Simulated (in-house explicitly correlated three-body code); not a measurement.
**Two electrons around a charge of +1.27: exact states and exact Kohn–Sham parts**

System: two electrons around a charge of +1.27. A variational three-body run gives its energies and expectation values, then the exact Kohn–Sham parts of the ground state and the errors of common functionals.

Method: two electrons, non-relativistic, variational in exponentially correlated functions. Code: in-house explicitly correlated three-body code version 1.

## (1) Starting point

```
charge of the centre : +1.27
mass of the centre   : infinite
interactions         : Coulomb
basis                : 260 functions exp(−a r1 − b r2 − g r12) a state, exponent ranges optimised
units                : hartree and bohr; relativity and QED are left out
```

## (2) The variational calculation

Settings:

```ini
Z = 1.27
interaction_strength = 1.0
functions = 260
states_tried = 13
```

Launch:

```console
$ python run_hyl.py task.json out
```

The program writes no log. Results of the run, from its result record (rounded, main fields):

```text
status: converged
states [hartree, bohr]:
  - {"name": "1 1S", "E": -0.9715016357083, "change": 5.1e-10, "T": 0.97150163367, "inv_r": 0.9581990075, "inv_r12": 0.4908222098, "r": 1.73198076, "r2": 4.35304367, "r12": 2.73080083, "r12_2": 9.31080991, "cos": -0.09456836, "p1p2": 0.066883656, "d1": 0.3824597, "d12": 0.012267}
  - {"name": "2 3S", "E": -0.8249001180114, "change": 1.2e-10, "T": 0.82490012078, "inv_r": 0.6930145745, "inv_r12": 0.1104567804, "r": 6.15694785, "r2": 75.7709714, "r12": 11.2276461, "r12_2": 151.889869, "cos": -0.01293376, "p1p2": 0.0011174368, "d1": 0.3283049, "d12": 0.0}
  - {"name": "2 1S", "E": -0.8205088837469, "change": 6.7e-09, "T": 0.8205089498, "inv_r": 0.6800638513, "inv_r12": 0.08634434884, "r": 7.91085624, "r2": 127.25244, "r12": 14.7078813, "r12_2": 254.780506, "cos": -0.008266588, "p1p2": 0.0015644901, "d1": 0.3276796, "d12": 0.00030462}
  - {"name": "2 3P", "E": -0.81581731806, "change": 3.4e-09, "T": 0.8158173373, "inv_r": 0.6702882992, "inv_r12": 0.07089762459, "r": 9.4949514, "r2": 192.66823, "r12": 17.8645351, "r12_2": 385.590595, "cos": -0.007144427, "p1p2": -0.0011744094, "d1": 0.3256572, "d12": 0.0}
  - {"name": "2 1P", "E": -0.8155984540965, "change": 1.2e-09, "T": 0.81559847261, "inv_r": 0.6688288288, "inv_r12": 0.0676282985, "r": 9.81144306, "r2": 205.033341, "r12": 18.4925796, "r12_2": 410.289598, "cos": -0.005147842, "p1p2": 0.00080282821, "d1": 0.3259589, "d12": 3.3109e-06}
  - {"name": "3 3S", "E": -0.8127131380477, "change": 6.3e-09, "T": 0.81271304961, "inv_r": 0.6561213412, "inv_r12": 0.04112201889, "r": 16.8023578, "r2": 603.397705, "r12": 32.4545515, "r12_2": 1206.93104, "cos": -0.002671718, "p1p2": 0.00022679567, "d1": 0.3264844, "d12": 0.0}
  - {"name": "3 1S", "E": -0.8117654079033, "change": 8e-08, "T": 0.81176504851, "inv_r": 0.6530436945, "inv_r12": 0.03520052767, "r": 19.7118221, "r2": 834.010545, "r12": 38.2677186, "r12_2": 1668.13742, "cos": -0.002014092, "p1p2": 0.00036688961, "d1": 0.3264056, "d12": 7.2059e-05}
  - {"name": "3 3P", "E": -0.8105841379759, "change": 2.2e-08, "T": 0.81058453552, "inv_r": 0.6505049023, "inv_r12": 0.03111377837, "r": 23.1910133, "r2": 1180.62895, "r12": 45.2237067, "r12_2": 2361.36848, "cos": -0.002130598, "p1p2": -0.00039681154, "d1": 0.3258855, "d12": 0.0}
  - {"name": "3 1P", "E": -0.8105090948665, "change": 6.7e-09, "T": 0.81050895233, "inv_r": 0.6500095492, "inv_r12": 0.03000620787, "r": 23.6878373, "r2": 1229.97749, "r12": 46.2157483, "r12_2": 2460.05518, "cos": -0.00148635, "p1p2": 0.00027488233, "d1": 0.3259846, "d12": 1.1418e-06}
  - {"name": "4 3S", "E": -0.8095769105102, "change": -1.4e-08, "T": 0.8095770286, "inv_r": 0.6458449384, "inv_r12": 0.02129220437, "r": 33.0051099, "r2": 2373.61224, "r12": 64.8442498, "r12_2": 4747.29448, "cos": -0.0009497653, "p1p2": 7.9977673e-05, "d1": 0.3261607, "d12": 0.0}
  - {"name": "4 3P", "E": -0.8087646962978, "change": 9.2e-08, "T": 0.80876532495, "inv_r": 0.6436563811, "inv_r12": 0.01735718665, "r": 42.4508314, "r2": 3980.01298, "r12": 83.7327801, "r12_2": 7960.08626, "cos": -0.0008936215, "p1p2": -0.0001744097, "d1": 0.3259556, "d12": 0.0}
threshold [hartree]: -0.80645
transitions:
  - ["1 1S", "2 1P", 0.15590318, 0.3976054]
  - ["1 1S", "3 1P", 0.16099254, 0.121005]
  - ["2 1S", "2 1P", 0.0049104297, 243.9817]
  - ["2 1S", "3 1P", 0.0099997889, 0.1965389]
  - ["3 1S", "2 1P", -0.0038330462, 140.9394]
  - ["3 1S", "3 1P", 0.001256313, 1516.666]
  - ["2 3S", "2 3P", 0.0090827999, 144.4213]
  - ["2 3S", "3 3P", 0.01431598, 2.620971]
  - ["2 3S", "4 3P", 0.016135422, 0.449736]
  - ["3 3S", "2 3P", -0.00310418, 225.6427]
  - ["3 3S", "3 3P", 0.0021290001, 944.3892]
  - ["3 3S", "4 3P", 0.0039484418, 23.34567]
  - ["4 3S", "2 3P", -0.0062404076, 6.248274]
  - ["4 3S", "3 3P", -0.0010072275, 1356.322]
  - ["4 3S", "4 3P", 0.00081221421, 3256.053]
polarisability [au]: {"1 1S": {"alpha": 20.21722, "c6": 73.6164, "f_sum": 2.000083}}
kohn_sham [hartree]: {"Ts": 0.939948881, "hartree": 1.12575532, "Ex": -0.562877662, "Tc": 0.0315527529, "Uc": -0.0720554523, "Ec": -0.0405026994, "norm": 1.99999999}
hartree_fock [hartree]: [-0.93143368481, -0.182126026]
```

«change» is the move of the energy from 170 to 260 functions; states that moved too far are left out. d1 and d12 are the expectation values of δ(r1) and δ(r12).

Run time: 39 s. Hardware: 1 thread of Intel Xeon Platinum 8259CL at 2.50GHz (Skylake/Cascade Lake), shared host.

## (3) Levels

Binding counts from the one-electron threshold at -0.806450 hartree:

| state | binding (eV) | excitation (eV) | quantum defect | ⟨r⟩ | ⟨r12⟩ (bohr) | ⟨cos θ12⟩ |
| --- | --- | --- | --- | --- | --- | --- |
| 1 ¹S | 4.49128 | 0 | 0.530 | 1.732 | 2.731 | -0.0946 |
| 2 ³S | 0.502053 | 3.98923 | 0.594 | 6.157 | 11.23 | -0.0129 |
| 2 ¹S | 0.382562 | 4.10872 | 0.390 | 7.911 | 14.71 | -0.0083 |
| 2 ³P | 0.254898 | 4.23639 | 0.027 | 9.495 | 17.86 | -0.0071 |
| 2 ¹P | 0.248942 | 4.24234 | 0.004 | 9.811 | 18.49 | -0.0051 |
| 3 ³S | 0.170429 | 4.32086 | 0.588 | 16.80 | 32.45 | -0.0027 |
| 3 ¹S | 0.144640 | 4.34664 | 0.381 | 19.71 | 38.27 | -0.0020 |
| 3 ³P | 0.112496 | 4.37879 | 0.031 | 23.19 | 45.22 | -0.0021 |
| 3 ¹P | 0.110454 | 4.38083 | 0.003 | 23.69 | 46.22 | -0.0015 |
| 4 ³S | 0.0850876 | 4.40620 | 0.586 | 33.01 | 64.84 | -0.0009 |
| 4 ³P | 0.0629861 | 4.42830 | 0.032 | 42.45 | 83.73 | -0.0009 |

## (4) Electric-dipole lines

Oscillator strengths from the S state (negative where P lies lower) and rates of the upper state's decay:

| S | P | E(P) − E(S) (eV) | f | rate (1/s) |
| --- | --- | --- | --- | --- |
| 1 ¹S | 2 ¹P | 4.2423 | 0.04133 | 1.076e+07 |
| 1 ¹S | 3 ¹P | 4.3808 | 0.01299 | 3.605e+06 |
| 2 ¹S | 2 ¹P | 0.13362 | 0.7987 | 2.063e+05 |
| 2 ¹S | 3 ¹P | 0.27211 | 0.001310 | 1.403e+03 |
| 3 ¹S | 2 ¹P | -0.10430 | -0.3602 | 1.700e+05 |
| 3 ¹S | 3 ¹P | 0.034186 | 1.270 | 2.147e+04 |
| 2 ³S | 2 ³P | 0.24716 | 0.8745 | 7.727e+05 |
| 2 ³S | 3 ³P | 0.38956 | 0.02501 | 5.491e+04 |
| 2 ³S | 4 ³P | 0.43907 | 0.004838 | 1.349e+04 |
| 3 ³S | 2 ³P | -0.084469 | -0.4670 | 1.446e+05 |
| 3 ³S | 3 ³P | 0.057933 | 1.340 | 6.507e+04 |
| 3 ³S | 4 ³P | 0.10744 | 0.06145 | 1.026e+04 |
| 4 ³S | 2 ³P | -0.16981 | -0.02599 | 3.253e+04 |
| 4 ³S | 3 ³P | -0.027408 | -0.9107 | 2.969e+04 |
| 4 ³S | 4 ³P | 0.022101 | 1.763 | 1.246e+04 |

## (5) Kohn–Sham potentials from the exact density

With two electrons in one orbital the density fixes the Kohn–Sham potential directly; exchange is minus half the Hartree term. On a radial grid:

| r (bohr) | 4πr²n | v_x | v_c | pair density 4πr12²h | Coulomb hole |
| --- | --- | --- | --- | --- | --- |
| 0.169 | 0.1796 | -0.9396 | -0.058 | 0.005036 | -0.00732 |
| 0.237 | 0.2987 | -0.9245 | -0.049 | 0.01027 | -0.0135 |
| 0.331 | 0.4636 | -0.8992 | -0.036 | 0.02075 | -0.0238 |
| 0.464 | 0.6636 | -0.8582 | -0.017 | 0.04178 | -0.0393 |
| 0.649 | 0.8466 | -0.7971 | 0.005 | 0.08114 | -0.0579 |
| 0.909 | 0.9351 | -0.7127 | 0.027 | 0.1479 | -0.0696 |
| 1.27 | 0.8642 | -0.6089 | 0.039 | 0.2384 | -0.0566 |
| 1.78 | 0.6444 | -0.4932 | 0.035 | 0.3174 | -0.0109 |
| 2.49 | 0.3732 | -0.3807 | 0.019 | 0.3127 | 0.0338 |
| 3.49 | 0.1555 | -0.2820 | 0.006 | 0.1986 | 0.0329 |
| 4.88 | 0.04185 | -0.2043 | 0.001 | 0.06906 | 0.00742 |
| 6.83 | 0.005978 | -0.1464 | 0.000 | 0.01075 | -0.00126 |

The last two columns are read against r12, and the hole is the exact less the Kohn–Sham pair density.

## (6) Errors of approximate functionals

Errors in millihartree. The functional-driven error is that on the exact density; the rest comes from the functional's own density. Hybrids were run self-consistently alone, so they have no split; a dash in a self-consistent column means that the top level came out unbound:

| functional | exchange | correlation | functional-driven | density-driven | total, self-consistent | top level + binding (eV) |
| --- | --- | --- | --- | --- | --- | --- |
| LDA VWN5 | +73.8 | -46.5 | +27.3 | -1.0 | +26.3 | +4.04 |
| LDA PW92 | +73.8 | -46.4 | +27.4 | -1.0 | +26.4 | +4.04 |
| PBE | -1.0 | +4.4 | +3.4 | -0.6 | +2.7 | +4.08 |
| PBEsol | +25.6 | -4.3 | +21.3 | -0.7 | +20.6 | +4.16 |
| BLYP | -7.1 | +4.3 | -2.8 | -1.0 | -3.8 | +4.08 |
| RPBE | -11.2 | +4.4 | -6.8 | -0.8 | -7.6 | +4.07 |
| PW91 | -2.8 | +2.2 | -0.6 | -0.7 | -1.3 | +4.04 |
| BP86 | -7.1 | -1.5 | -8.5 | -0.5 | -9.0 | +3.95 |
| OLYP | -6.5 | +4.3 | -2.3 | -1.3 | -3.5 | +4.15 |
| AM05 | +55.2 | -34.9 | +20.2 | -0.8 | +19.5 | +4.16 |
| TPSS | -7.0 | +3.0 | -4.0 | -0.3 | -4.3 | +3.95 |
| revTPSS | -6.2 | -0.5 | -6.8 | -0.2 | -6.9 | +3.85 |
| SCAN | -7.1 | +6.9 | -0.2 | -0.2 | -0.4 | +3.83 |
| r2SCAN | -7.1 | +6.9 | -0.2 | -0.2 | -0.4 | +3.83 |
| M06-L | -8.4 | +6.8 | -1.5 | -2.3 | -3.8 | +3.90 |
| PBE0 | – | – | – | – | +3.5 | +2.87 |
| B3LYP (VWN-RPA) | – | – | – | – | -11.4 | +2.98 |
| HSE06 | – | – | – | – | +3.0 | +3.27 |
| ωB97X | – | – | – | – | -3.2 | +0.26 |
| r2SCAN0 | – | – | – | – | +1.5 | +2.68 |

## (7) Summary of results

| quantity | value |
| --- | --- |
| ground-state energy | -0.97150164 hartree |
| binding of the second electron | 4.4913 eV |
| ⟨r12⟩, ⟨cos θ12⟩ | 2.731 bohr, -0.0946 |
| resonance line 1 ¹S–2 ¹P | 4.2423 eV, f = 0.0413 |
| polarisability of the ground state | 20.217 bohr³ |
| Ts, Ex, Ec (Kohn–Sham) | 0.93995, -0.56288, -0.04050 hartree |
| exact less Hartree–Fock | -0.04007 hartree |

In words: The second electron is bound by 4.491 eV, and the mean cosine of -0.095 shows the electrons leaning only slightly to opposite sides. The virial ratio −T/E is 1.0000000, where an exact Coulomb state gives 1. Exchange puts 2 ³S 0.119 eV under 2 ¹S. On the exact density SCAN errs least (-0.2 millihartree) and LDA PW92 most (+27.4). Self-consistent top levels of the semilocal functionals lie +3.8 to +4.2 eV from minus the binding energy, the exact Kohn–Sham level.
